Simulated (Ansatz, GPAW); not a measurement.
## A script for PbSeS (PBE in single-zeta orbitals)

These are simulated results from GPAW 26.7.0, not measurements. The cell was built from a prototype and was relaxed with r2SCAN in plane waves (Ansatz 0.2.0). It may be hypothetical. It is a single sheet, repeated along a and b, with vacuum along c. All runs are without spin polarisation.

The sheet's in-plane cell has a = 3.802 Å, b = 3.802 Å (γ = 120.0°), and its outermost atoms lie 3.46 Å apart along the normal. Pb is surrounded by 3 S at 2.73 Å and 3 Se at 2.86 Å; S is surrounded by 3 Pb at 2.73 Å; Se is surrounded by 3 Pb at 2.86 Å.

The basis is minimal: single zeta, one radial function for each shell that the log's basis lists. It describes the filled bands fairly and the empty ones poorly.

Input script:

```python
import json
from ase import Atoms
from gpaw import GPAW, PW, FermiDirac

atoms = Atoms(['Pb', 'S', 'Se'],
              cell=[[3.8024348, 0.0, 0.0], [-1.9012174, 3.29300513, 0.0], [0.0, 0.0, 30.60343236]],
              scaled_positions=[[0.333333333, 0.666666667, 0.296372775], [0.666666667, 0.333333333, 0.349493871], [0.666666667, 0.333333333, 0.236387334]],
              pbc=True)
calc = GPAW(mode='lcao', basis='sz(dzp)', h=0.2, xc='PBE', kpts={'size': (6, 6, 1), 'gamma': True},
            occupations=FermiDirac(0.02), maxiter=100, legacy_gpaw=True, txt='gpaw.txt')
atoms.calc = calc
res = {'energy': atoms.get_potential_energy(force_consistent=True)}
res['electrons'] = calc.get_number_of_electrons()
res['k'] = calc.get_ibz_k_points().tolist()
res['levels'] = [calc.get_eigenvalues(kpt=i).tolist() for i in range(len(res['k']))]
points = [[0.0, 0.0, 0.0], [0.5, 0.0, 0.0], [0.333333, 0.333333, 0.0]]
bands = calc.fixed_density(kpts=points, symmetry='off', txt='bands.txt')
res['points'] = [bands.get_eigenvalues(kpt=i).tolist() for i in range(len(points))]
json.dump(res, open('results.json', 'w'))
print('free energy (eV):', round(res['energy'], 5))
```

Command: `python run.py`. It took 6.1 s on 1 thread of Arm Neoverse V1, on a shared host, peak memory 0.21 GiB.

The log gpaw.txt, trimmed of paths, versions and times, then the last line on the terminal. An iter line gives the energy in eV and the logarithms of the changes of orbitals (plane waves alone) and density (c: converged):

```
___ ___ ___ _ _ _
 |   |   |_  | | | |

 | | | | | . | | | |

 |__ |  _|___|_____|  26.7.0
 |___|_|

Input parameters:
  basis: sz(dzp)
  h: 0.2
  kpts: {gamma: True,
         size: (6, 6, 1)}
  maxiter: 100
  mode: lcao
  occupations: {fixmagmom: False,
                name: fermi-dirac,
                width: 0.02}
  xc: PBE

System changes: positions, numbers, cell, pbc, initial_charges, initial_magmoms

Initialize ...

species:
  Pb:
    name:    Lead
    Z:       82.0
    valence: 14
    core:    68
    charge:  0.0  # [|e|]
    compensation charges:
      type: gauss
      rc: 0.38  # [Å]
      lmax: 2
    cutoffs:
      filter: 2.36  # [Å]
      core: 2.43  # [Å]
    projectors
    | kind |    occ | energy [eV] | rcut [Å] |

    |------|--------|-------------|----------|

    |   6s |  2.000 |     -11.969 |    1.259 |

    |   6p |  2.000 |      -3.506 |    1.275 |

    |   5d | 10.000 |     -21.211 |    1.217 |

    |    s |        |      15.243 |    1.259 |

    |    p |        |      23.705 |    1.275 |

    |    d |        |       6.001 |    1.217 |

    LCAO basis set for Pb:
      Name: sz(dzp)
      Number of radial functions: 3
      Number of spherical harmonics: 9
        l=0, rc=6.8438 Bohr: 6s-sz confined orbital
        l=1, rc=9.8125 Bohr: 6p-sz confined orbital
        l=2, rc=4.5156 Bohr: 5d-sz confined orbital
      Number of RI-basis functions 0

  S:
    name:    Sulfur
    Z:       16.0
    valence: 6
    core:    10
    charge:  0.0  # [|e|]
    compensation charges:
      type: gauss
      rc: 0.24  # [Å]
      lmax: 2
    cutoffs:
      filter: 1.77  # [Å]
      core: 1.66  # [Å]
    projectors
    | kind |    occ | energy [eV] | rcut [Å] |

    |------|--------|-------------|----------|

    |   3s |  2.000 |     -17.254 |    0.974 |

    |   3p |  4.000 |      -7.008 |    0.979 |

    |    s |        |       9.957 |    0.974 |

    |    p |        |      20.203 |    0.979 |

    |    d |        |       0.000 |    0.900 |

    LCAO basis set for S:
      Name: sz(dzp)
      Number of radial functions: 2
      Number of spherical harmonics: 4
        l=0, rc=5.5156 Bohr: 3s-sz confined orbital
        l=1, rc=6.9375 Bohr: 3p-sz confined orbital
      Number of RI-basis functions 0

  Se:
    name:    Selenium
    Z:       34.0
    valence: 6
    core:    28
    charge:  0.0  # [|e|]
    compensation charges:
      type: gauss
      rc: 0.27  # [Å]
      lmax: 2
    cutoffs:
      filter: 1.77  # [Å]
      core: 2.67  # [Å]
    projectors
    | kind |    occ | energy [eV] | rcut [Å] |

    |------|--------|-------------|----------|

    |   4s |  2.000 |     -17.277 |    0.847 |

    |   4p |  4.000 |      -6.512 |    1.005 |

    |    s |        |       9.935 |    0.847 |

    |    p |        |      20.699 |    1.005 |

    |    d |        |       0.000 |    0.847 |

    LCAO basis set for Se:
      Name: sz(dzp)
      Number of radial functions: 2
      Number of spherical harmonics: 4
        l=0, rc=5.7344 Bohr: 4s-sz confined orbital
        l=1, rc=7.2656 Bohr: 4p-sz confined orbital
      Number of RI-basis functions 0

Reference energy: -644235.615392  # eV

Spin-paired calculation

Convergence criteria:
 Maximum [total energy] change in last 3 cyles: 0.0005 eV / valence electron
 Maximum integral of absolute [dens]ity change: 0.0001 electrons / valence electron
 Maximum integral of absolute [eigenst]ate change: 4e-08 eV^2 / valence electron
 Maximum number of scf [iter]ations: 100
 (Square brackets indicate name in SCF output, whereas a 'c' in
 the SCF output indicates the quantity has converged.)

Symmetries present (total): 2

  ( 1  0  0)  (-1  0  0)
  ( 0  1  0)  ( 1  1  0)
  ( 0  0  1)  ( 0  0  1)

36 k-points: 6 x 6 x 1 Monkhorst-Pack grid + [1/12,1/12,0.000000]
13 k-points in the irreducible part of the Brillouin zone
       k-points in crystal coordinates                weights
   0:     0.00000000    0.00000000    0.00000000          1/36
   1:     0.00000000    0.16666667    0.00000000          2/36
   2:     0.00000000    0.33333333    0.00000000          2/36
   3:     0.00000000    0.50000000    0.00000000          1/36
   4:     0.16666667    0.00000000    0.00000000          4/36
   5:     0.16666667    0.16666667    0.00000000          4/36
   6:     0.16666667    0.50000000    0.00000000          4/36
   7:     0.33333333   -0.16666667    0.00000000          2/36
   8:     0.33333333    0.00000000    0.00000000          4/36
   9:     0.33333333    0.33333333    0.00000000          2/36
          ...
  12:     0.50000000    0.50000000    0.00000000          2/36

Wave functions: LCAO
  Diagonalizer: Serial LAPACK
  Atomic Correction: dense with blas
  Data-type: complex

Occupation numbers: Fermi-Dirac:
  width: 0.0200  # eV

Eigensolver
   LCAO using direct dense diagonalizer

Densities:
  Coarse grid: 16*16*152 grid
  Fine grid: 32*32*304 grid
  Total Charge: 0.000000

Density mixing:
  Method: separate
  Backend: msr1
  Linear mixing parameter: 0.05
  old densities: 10
  Width of damping distribution: 1.1
  Damping of long wavelength oscillations: 20

Hamiltonian:
  XC and Coulomb potentials evaluated on a 32*32*304 grid
  Using the PBE Exchange-Correlation functional
  Interpolation: tri-quintic (5. degree polynomial)
  Poisson solver: FastPoissonSolver using
    Stencil: 8*3+1=25 point O(h^6) finite-difference Laplacian
    FFT axes: [np.int64(0), np.int64(1), np.int64(2)]
    FST axes: []

XC parameters: PBE with 2 nearest neighbor stencil

Memory estimate:
  Process memory now: 146.00 MiB
  Calculator: 30.12 MiB
    Density: 21.31 MiB
      Arrays: 7.72 MiB
      Localized functions: 7.65 MiB
      Mixer: 5.94 MiB
    Hamiltonian: 5.68 MiB
      Arrays: 5.05 MiB
      XC: 0.00 MiB
      Poisson: 0.00 MiB
      vbar: 0.63 MiB
    Wavefunctions: 3.13 MiB
      C [qnM]: 0.06 MiB
      S, T [2 x qmm]: 0.11 MiB
      P [aqMi]: 0.01 MiB
      BasisFunctions: 2.94 MiB
      Eigensolver: 0.00 MiB

Total number of cores used: 1

Number of atoms: 3
Number of atomic orbitals: 17
Number of bands in calculation: 17
Number of valence electrons: 26
Bands to converge: occupied
Positions:
   0 Pb    -0.000000    2.195337    9.070024    ( 0.0000,  0.0000,  0.0000)
   1 S      1.901217    1.097668   10.695712    ( 0.0000,  0.0000,  0.0000)
   2 Se     1.901217    1.097668    7.234264    ( 0.0000,  0.0000,  0.0000)

Unit cell:
           periodic     x           y           z      points  spacing
  1. axis:    yes    3.802435    0.000000    0.000000    16     0.2058
  2. axis:    yes   -1.901217    3.293005    0.000000    16     0.2058
  3. axis:    yes    0.000000    0.000000   30.603432   152     0.2013

  Lengths:   3.802435   3.802435  30.603432
  Angles:   90.000000  90.000000 120.000000

Effective grid spacing dv^(1/3) = 0.2143

iter:   1    -8.535495        c
iter:   2    -8.362580        c -1.23
iter:   3    -8.413089        c -1.29
iter:   4    -7.909734        c -1.26
iter:   5    -7.868048        c -1.76
iter:   6    -7.866269        c -2.07
iter:   7    -7.862051c       c -2.34
iter:   8    -7.861918c       c -2.82
iter:   9    -7.861898c       c -3.44
iter:  10    -7.861896c       c -3.80
iter:  11    -7.861896c       c -4.24c

Converged after 11 iterations.

Energy contributions relative to reference atoms: (reference = -644235.615392)

Kinetic:        +68.745136
Potential:      -61.948224
External:        +0.000000
XC:             -14.953293
Entropy (-ST):   -0.003551
Local:           +0.296261
SIC:             +0.000000
--------------------------
Free energy:     -7.863671
Extrapolated:    -7.861896

Showing only first 2 kpts
 Kpt  Band  Eigenvalues  Occupancy
  0    11     -3.92820    0.00114
  0    12     -3.92671    0.00105
  0    13     -3.82787    0.00001
  0    14     -0.11601    0.00000

  1    11     -4.79988    2.00000
  1    12     -4.11676    1.75221
  1    13     -3.21900    0.00000
  1    14      0.02667    0.00000

Fermi level: -4.07764

No gap
No difference between direct/indirect transitions

free energy (eV): -7.86367
```

The gap in the log is over the mesh alone; results.json adds the listed points. PBE in single-zeta orbitals gives no gap (an overlap of 0.20 eV at the points read). On the same cell, plane-wave PBE (Ansatz, 12×12×1 k points and the special points) gives no gap (an overlap of 0.30 eV at the points read) and r2SCAN no gap (an overlap of 0.21 eV at the points read); on shared hosts these took about 24 and 58 core-seconds on the 3-atom cell, against 6.1 for the script. Spin-orbit coupling, left out in all these runs, can cut or reorder the gap by tenths of an eV, up to about 1 eV with Pb or Bi.

No spin-orbit coupling is included; it can move band edges with weight on the heavy atoms by tenths of an eV.
